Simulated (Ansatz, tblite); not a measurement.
# The cluster Zn₇H₂₀Se₇: a ladder of methods and basis sets

How do method and basis change the picture of the cluster Zn₇H₂₀Se₇ (singlet)?

The runs use Ansatz 0.2.0, Gaussian basis; as each input shows.

Plan: GFN1-xTB, GFN2-xTB, PBE-D4/def2-TZVP, r2SCAN-D4/def2-TZVP, BHLYP-D4/def2-TZVP, PBE-D4/def2-SVP, PBE0-D4/def2-SVP, HF/STO-3G, MP2/def2-SVP.

2 further runs of the same task are left out: 2 set aside as unsound or not needed.

### 1 The structure

The singlet was relaxed beforehand with PBE-D4/def2-SVP.

34 atoms, charge 0, spin multiplicity 1.

Bond lengths: Se1–Zn10 2.692 Å, Se1–H17 1.488 Å, Se1–H18 1.487 Å, Se2–Zn8 2.866 Å, Se2–Zn9 2.546 Å, Se2–Zn12 2.546 Å, Se2–H19 1.484 Å, Se3–Zn9 2.775 Å, Se3–Zn10 2.540 Å, Se3–Zn11 2.483 Å, Se3–H22 1.483 Å, Se4–Zn9 2.480 Å, Se4–Zn13 2.496 Å, Se4–H23 1.485 Å, Se5–Zn10 2.538 Å, Se5–Zn12 2.776 Å, Se5–Zn14 2.483 Å, Se5–H28 1.483 Å and more. Angles: Zn10–Se1–H17 96.5°, Zn10–Se1–H18 96.8°, H17–Se1–H18 91.0°, Zn8–Se2–Zn9 115.5°, Zn8–Se2–Zn12 115.3°, Zn8–Se2–H19 94.0°, Zn9–Se2–Zn12 126.1°, Zn9–Se2–H19 96.5°, Zn12–Se2–H19 96.7°, Zn9–Se3–Zn10 129.6°, Zn9–Se3–Zn11 118.7°, Zn9–Se3–H22 104.6°, Zn10–Se3–Zn11 100.0°, Zn10–Se3–H22 100.4°, Zn11–Se3–H22 97.8°, Zn9–Se4–Zn13 124.4°, Zn9–Se4–H23 100.9°, Zn13–Se4–H23 102.1° and more.

As a file:

```mol
H20Se7Zn7
  3D, bonds by distance, orders not assigned

 34 33  0  0  0  0  0  0  0  0999 V2000
   -0.0174   -3.7949    1.0363 Se  0  0
   -0.0028   -1.7563   -2.0110 Se  0  0
   -1.8239   -0.4573    1.0479 Se  0  0
   -1.8052    1.5921   -2.6412 Se  0  0
    1.8189   -0.4666    1.0486 Se  0  0
    1.8107    1.5890   -2.6425 Se  0  0
    0.0056    2.7029    0.9170 Se  0  0
    0.0001   -4.6205   -1.9027 Zn  0  0
   -2.2713   -0.6476   -1.6844 Zn  0  0
   -0.0040   -1.5159    2.4685 Zn  0  0
   -1.9664    1.7754    2.1253 Zn  0  0
    2.2679   -0.6522   -1.6849 Zn  0  0
    0.0046    3.1164   -1.8485 Zn  0  0
    1.9695    1.7633    2.1304 Zn  0  0
   -1.5479   -4.8367   -1.9410 H   0  0
    1.5510   -4.8283   -1.8855 H   0  0
   -1.0681   -4.4861    1.8312 H   0  0
    1.0538   -4.4900    1.7991 H   0  0
   -0.0052   -1.7099   -3.4943 H   0  0
   -3.6477   -1.3911   -1.6718 H   0  0
   -0.0062   -1.7154    4.0145 H   0  0
   -3.0296   -1.0580    1.6678 H   0  0
   -3.0308    2.3286   -2.2407 H   0  0
   -3.2081    2.4465    0.0777 H   0  0
   -3.6087    2.7252    0.6794 H   0  0
   -2.8323    2.3261    3.2893 H   0  0
    3.6425   -1.3992   -1.6718 H   0  0
    3.0207   -1.0767    1.6671 H   0  0
    3.0379    2.3202   -2.2377 H   0  0
    3.2205    2.4364    0.0746 H   0  0
    0.0047    4.6795   -1.7633 H   0  0
    2.8393    2.3123    3.2922 H   0  0
    3.6228    2.7140    0.6758 H   0  0
    0.0052    4.0749    1.4788 H   0  0
  1 10  8  0
  1 17  8  0
  1 18  8  0
  2  8  8  0
  2  9  8  0
  2 12  8  0
  2 19  8  0
  3  9  8  0
  3 10  8  0
  3 11  8  0
  3 22  8  0
  4  9  8  0
  4 13  8  0
  4 23  8  0
  5 10  8  0
  5 12  8  0
  5 14  8  0
  5 28  8  0
  6 12  8  0
  6 13  8  0
  6 29  8  0
  7 11  8  0
  7 13  8  0
  7 14  8  0
  7 34  8  0
  8 15  8  0
  8 16  8  0
  9 20  8  0
 10 21  8  0
 11 26  8  0
 12 27  8  0
 13 31  8  0
 14 32  8  0
M  END
```

PBE0-D4/def2-TZVP was run before; its log isn't repeated, and its numbers join the tables.

### 2 GFN1-xTB

Tight binding, by tblite at 300 K electronic temperature and without a spin-polarisation term:

```python
tblite.interface.Calculator('GFN1-xTB', numbers, positions, charge=0, uhf=0).singlepoint()
```

Energy -1090.9704 eV, HOMO -9.73 eV, LUMO -6.38 eV; 0.079 s.

### 3 GFN2-xTB

Tight binding, by tblite at 300 K electronic temperature and without a spin-polarisation term:

```python
tblite.interface.Calculator('GFN2-xTB', numbers, positions, charge=0, uhf=0).singlepoint()
```

Energy -992.9768 eV, HOMO -10.23 eV, LUMO -8.14 eV; 0.085 s.

### 4 PBE-D4/def2-TZVP

start.molden holds the orbitals of an earlier run on this state, given as this run's starting guess.

File in.yaml:

```yaml
crystal:
  periodic: [false, false, false]
  atoms:
    - {symbol: Se, position_ang: [-0.017379, -3.794930, 1.036272]}
    - {symbol: Se, position_ang: [-0.002786, -1.756270, -2.010997]}
    - {symbol: Se, position_ang: [-1.823877, -0.457258, 1.047900]}
    - {symbol: Se, position_ang: [-1.805225, 1.592062, -2.641191]}
    - {symbol: Se, position_ang: [1.818889, -0.466565, 1.048622]}
    - {symbol: Se, position_ang: [1.810725, 1.588972, -2.642450]}
    - {symbol: Se, position_ang: [0.005595, 2.702889, 0.916988]}
    - {symbol: Zn, position_ang: [0.000088, -4.620526, -1.902745]}
    - {symbol: Zn, position_ang: [-2.271251, -0.647620, -1.684364]}
    - {symbol: Zn, position_ang: [-0.004039, -1.515909, 2.468549]}
    - {symbol: Zn, position_ang: [-1.966428, 1.775422, 2.125277]}
    - {symbol: Zn, position_ang: [2.267907, -0.652215, -1.684922]}
    - {symbol: Zn, position_ang: [0.004650, 3.116359, -1.848453]}
    - {symbol: Zn, position_ang: [1.969451, 1.763303, 2.130431]}
    - {symbol: H, position_ang: [-1.547876, -4.836745, -1.940997]}
    - {symbol: H, position_ang: [1.550978, -4.828268, -1.885452]}
    - {symbol: H, position_ang: [-1.068085, -4.486057, 1.831175]}
    - {symbol: H, position_ang: [1.053757, -4.490009, 1.799136]}
    - {symbol: H, position_ang: [-0.005228, -1.709943, -3.494346]}
    - {symbol: H, position_ang: [-3.647724, -1.391118, -1.671838]}
    - {symbol: H, position_ang: [-0.006168, -1.715422, 4.014490]}
    - {symbol: H, position_ang: [-3.029567, -1.057973, 1.667761]}
    - {symbol: H, position_ang: [-3.030755, 2.328594, -2.240693]}
    - {symbol: H, position_ang: [-3.208114, 2.446484, 0.077652]}
    - {symbol: H, position_ang: [-3.608726, 2.725226, 0.679371]}
    - {symbol: H, position_ang: [-2.832349, 2.326109, 3.289260]}
    - {symbol: H, position_ang: [3.642527, -1.399172, -1.671837]}
    - {symbol: H, position_ang: [3.020688, -1.076671, 1.667078]}
    - {symbol: H, position_ang: [3.037881, 2.320201, -2.237718]}
    - {symbol: H, position_ang: [3.220527, 2.436353, 0.074608]}
    - {symbol: H, position_ang: [0.004701, 4.679474, -1.763313]}
    - {symbol: H, position_ang: [2.839270, 2.312304, 3.292160]}
    - {symbol: H, position_ang: [3.622771, 2.713997, 0.675751]}
    - {symbol: H, position_ang: [0.005200, 4.074921, 1.478847]}
basis:
  gaussian: {orbitals: def2-TZVP, fitting: {mean_field: def2-universal-jkfit}, initial_orbitals: start.molden}
hamiltonian: {xc: pbe, dispersion: d4}
scf: {omitted_lower_state_checks: [starts]}
output: {forces: true, orbitals: {seedname: orbitals}}
```

The run is started by

```bash
ansatz run in.yaml --threads 4 --pin off --events-out ev --progress --plain --max-ram 66560MiB --backend cuda --devices 0, --max-vram 37GiB
```

The runs that follow: r2SCAN-D4/def2-TZVP; BHLYP-D4/def2-TZVP; PBE-D4/def2-SVP; PBE0-D4/def2-SVP; HF/STO-3G; MP2/def2-SVP.

Before running them: what should the planned runs give, taken together? Wanted: gap in def2-TZVP, named functionals, smallest and largest; correlation energy, MP2/def2-SVP; binding an atom, functionals in def2-TZVP; PBE0 total energy, smallest basis above largest.

As calculated:

```
                                                 quantity                                   value
gap in def2-TZVP, named functionals, smallest and largest    3.47 eV (PBE-D4), 7.08 eV (BHLYP-D4)
                         correlation energy, MP2/def2-SVP                              -108.55 eV
                binding an atom, functionals in def2-TZVP  2.12 (BHLYP-D4) to 2.21 eV (r2SCAN-D4)
          PBE0 total energy, smallest basis above largest         104.75 eV (def2-SVP, def2-TZVP)
```

What this shows: Orbital gaps of the named functionals in def2-TZVP span 3.47 eV (PBE-D4) to 7.08 eV (BHLYP-D4); exact exchange widens it.
